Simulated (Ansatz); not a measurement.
# CH₆BFGe: a ladder of functionals and wavefunction methods

Aim: compute CH₆BFGe with functionals from several rungs and with coupled cluster. The yardstick is the atomisation energy at the CCSD(T) limit.

Computed with Ansatz 0.2.0, Gaussian basis. Level: functionals in def2-TZVPP, the program's frozen cores in correlated methods.

Levels to be run: PBE-D4, r2SCAN-D4, PBE0-D4, B3LYP-D4, ωB97X-V, ωB97M-V, B2PLYP; CCSD(T)/def2-TZVPP; MP2/def2-QZVPP; extrapolation to the limit.

## (1) The relaxed structure

All runs share one geometry, relaxed beforehand with PBE0-D4 in a triple-zeta def2 set.

SMILES `B[CH2][GeH2][F]`, 10 atoms, charge 0, spin multiplicity 1.

Atoms are counted from 1 here; the program's logs count them from 0.

Bond lengths: B1–C2 1.533 Å, B1–H5 1.198 Å, B1–H6 1.198 Å, C2–Ge3 1.964 Å, C2–H7 1.093 Å, C2–H8 1.093 Å, Ge3–F4 1.744 Å, Ge3–H9 1.535 Å, Ge3–H10 1.535 Å. Angles: C2–B1–H5 120.6°, C2–B1–H6 120.7°, H5–B1–H6 118.6°, B1–C2–Ge3 108.5°, B1–C2–H7 115.2°, B1–C2–H8 115.2°, Ge3–C2–H7 102.8°, Ge3–C2–H8 102.9°, H7–C2–H8 110.8°, C2–Ge3–F4 104.3°, C2–Ge3–H9 113.5°, C2–Ge3–H10 113.4°, F4–Ge3–H9 105.8°, F4–Ge3–H10 105.8°, H9–Ge3–H10 113.0°.

## (2) PBE-D4 (GGA)

Input file in.yaml:

```yaml
crystal:
  periodic: [false, false, false]
  atoms:
    - {symbol: B, position_ang: [-1.371263, 0.743491, -0.372544]}
    - {symbol: C, position_ang: [-0.507967, -0.523816, -0.373915]}
    - {symbol: Ge, position_ang: [1.208595, -0.109228, 0.486086]}
    - {symbol: F, position_ang: [2.095427, -1.609929, 0.424037]}
    - {symbol: H, position_ang: [-1.293792, 1.535821, -1.267495]}
    - {symbol: H, position_ang: [-2.084861, 0.995628, 0.555828]}
    - {symbol: H, position_ang: [-0.203746, -0.877720, -1.362563]}
    - {symbol: H, position_ang: [-0.891030, -1.348653, 0.232730]}
    - {symbol: H, position_ang: [1.078456, 0.236620, 1.975546]}
    - {symbol: H, position_ang: [2.053181, 0.906683, -0.294709]}
basis:
  gaussian: {orbitals: def2-TZVPP}
hamiltonian: {xc: pbe, dispersion: d4}
output: {forces: true, orbitals: {seedname: orbitals}}
```

On the command line:

```
ansatz run in.yaml --threads 4 --pin off --events-out ev --progress --plain --max-ram 10444MiB
```

After this run come: r2SCAN-D4 (meta-GGA); PBE0-D4 (hybrid); B3LYP-D4 (hybrid); ωB97X-V (range-separated); ωB97M-V (range-separated); B2PLYP (double hybrid); CCSD(T) in def2-TZVPP; MP2 in def2-QZVPP.

Q: Predict the results of all the runs planned. Wanted: atomisation energy, CCSD(T)/CBS; farthest; mean size of error, hybrid; mean size of error, range-separated; gap, smallest and largest; T1 diagnostic; triples share of the correlation energy.

As calculated:

```
                               quantity                                                           value
        atomisation energy, CCSD(T)/CBS                                                       35.325 eV
    functionals within 0.353 eV (1.0 %)  PBE-D4, r2SCAN-D4, PBE0-D4, B3LYP-D4, ωB97X-V, ωB97M-V, B2PLYP
                               farthest                                              B2PLYP (-0.336 eV)
             mean size of error, hybrid                                                        0.118 eV
    mean size of error, range-separated                                                        0.081 eV
              gap, smallest and largest                            5.07 eV (PBE-D4), 11.82 eV (ωB97X-V)
                          T1 diagnostic                                                          0.0115
triples share of the correlation energy                                                           3.2 %
```

What this shows: PBE-D4 is off by +0.207 eV. Double hybrids carry the basis error of their MP2 part in triple zeta, and no dispersion term here, so their miss is partly the set-up's. Misses under about 0.353 eV are within the doubt on the reference itself, which lacks core-valence correlation, relativity and higher excitations, and its outer-core shells are covered unevenly. Hartree-Fock recovers 76 % of the binding; the rest is correlation. Orbital gaps span 5.1 to 11.8 eV; exact exchange widens them. Correlated methods include outer-core shells of Ge, which these sets cover unevenly.
